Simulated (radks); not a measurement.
# Tm⁺ in [Xe] 4f13 6s1: an all-electron calculation

Wanted: eigenvalues, radial structure and energy terms of the thulium ion Tm+.

Method: Dirac Kohn-Sham, LDA (Slater exchange, Perdew-Wang correlation), spin-unpolarised, spherical densities, finite nucleus; open shells fill j = l - 1/2 first. Code: radks (a radial shooting solver on a logarithmic mesh, Libxc functionals) version 1.

## 1. The atom as given

| Item | Value |
| --- | --- |
| element | thulium (Z = 69) |
| charge | +1 |
| electrons | 68 |
| configuration | [Xe] 4f13 6s1 |
| nuclear rms radius | 5.2256 fm |

## 2. The run

Settings of this run:

```text
Z 69
configuration [Xe] 4f13 6s1 5d0 6p0 7s0 5f0
relativity Dirac
functional lda,pw
spin unpolarised
j_filling energy
nucleus finite rms 5.2256 fm
c 137.035999084
```

Run with:

```
> python run_ks.py task.json out
```

The same process makes all the runs of this session.

Q: Predict the outcome of this run.

**Answer**, as computed:

| quantity | value |
| --- | --- |
| total energy | -13572.0026 hartree |
| exchange-correlation share of it | 2.05 % |
| −T/E | 1.1067 |
| highest occupied level | 6s1/2, -9.439 eV |
| most extended occupied level | 6s1/2, <r> = 3.54 bohr |
| radius at density 0.001 e/bohr³ | 4.34 bohr |
| maxima of the radial density | 4 |
| ionisation energy, NIST | 12.07 (semi-emp.) eV |

The radial density shows 4 maxima for 6 occupied principal shells; where shells overlap, one shows as a shoulder or not at all. −T/E is 1.107: with relativity the kinetic term as defined here no longer equals −E. The top level binds by 9.439 eV, 78 % of the NIST ionisation energy of 12.07 eV; the potential of a semilocal functional falls off too fast, so its top eigenvalue is too shallow. Spin polarisation and multiplet splitting are left out.
